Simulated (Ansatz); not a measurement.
# CaPb: the cost of one run

Program: Ansatz 0.2.0. Level of theory: DFT PBEsol, scalar-relativistic, plane waves, PAW. These are calculated values, not measurements.

16 further runs of the same task are left out: 16 set aside as unsound or not needed.

## Step 1: Starting point

Symmetry: P4/mmm, No. 123, tetragonal system. The conventional cell has a = 3.527 Å, b = 3.527 Å, c = 4.590 Å, α = 90.00°, β = 90.00°, γ = 90.00°. Ca (site symmetry 4/mmm) is surrounded by 8 Pb at 3.39 Å and 4 Ca at 3.53 Å. Pb (site symmetry 4/mmm) has 8 Ca at 3.39 Å and 4 Pb at 3.53 Å as nearest neighbours.

Coordinates:

```cif
data_structure
_symmetry_space_group_name_H-M 'P 1'
_symmetry_Int_Tables_number 1
_cell_length_a 3.5275
_cell_length_b 3.5275
_cell_length_c 4.5897
_cell_angle_alpha 90.000
_cell_angle_beta 90.000
_cell_angle_gamma 90.000
_cell_volume 57.11
loop_
_atom_site_label
_atom_site_type_symbol
_atom_site_fract_x
_atom_site_fract_y
_atom_site_fract_z
_atom_site_occupancy
Ca1 Ca 0.00000 0.00000 0.00000 1
Pb1 Pb 0.50000 0.50000 0.50000 1
```

It goes back to an entry of the Materials Project, which need not be the stable form.

It is the result of an earlier relaxation at this level (volume 28.55 Å³/atom; gap on the mesh: none (metal)).

## Step 2: What is varied

The energy is mapped over volume and the cell's shape.

The axes are (1) volume per atom: 7 values from 25.13 to 31.98 Å³; (2) c/a of the conventional cell: 7 values from 1.201 to 1.410.

Nothing else is relaxed (symmetry fixes all fractional coordinates). Energies count from the relaxed crystal. Points are written as (first, second).

## Step 3: Grid point (27.41 Å³, 1.201)

Contents of input.yaml:

```yaml
crystal:
  lattice:
    - [3.5740006295, 0.0, 0.0]
    - [0.0, 3.5740006295, 0.0]
    - [0.0, 0.0, 4.2920173559]
  atoms:
    - { symbol: Ca, position: [0.0, 0.0, 0.0] }
    - { symbol: Pb, position: [0.5, 0.5, 0.5] }
basis:
  ecutwfc: 420
kpoints:
  mp_grid: { grid: [14, 14, 12] }
hamiltonian:
  xc: pbesol
scf:
  occupations: { method: gaussian, width: 0.15 }
output:
  forces: true
  stress: true
  eigenvalues: true
```

On the command line:

```
$ ansatz run input.yaml --threads 1 --pin off --max-ram 2048MiB --backend cpu --events-out ev --progress --plain --runs-dir out
```

**Question.** How long does this run take on 1 thread of Arm Neoverse V1, shared host, and how much memory does it need?

About 11 s, with a peak of 0.45 GiB.
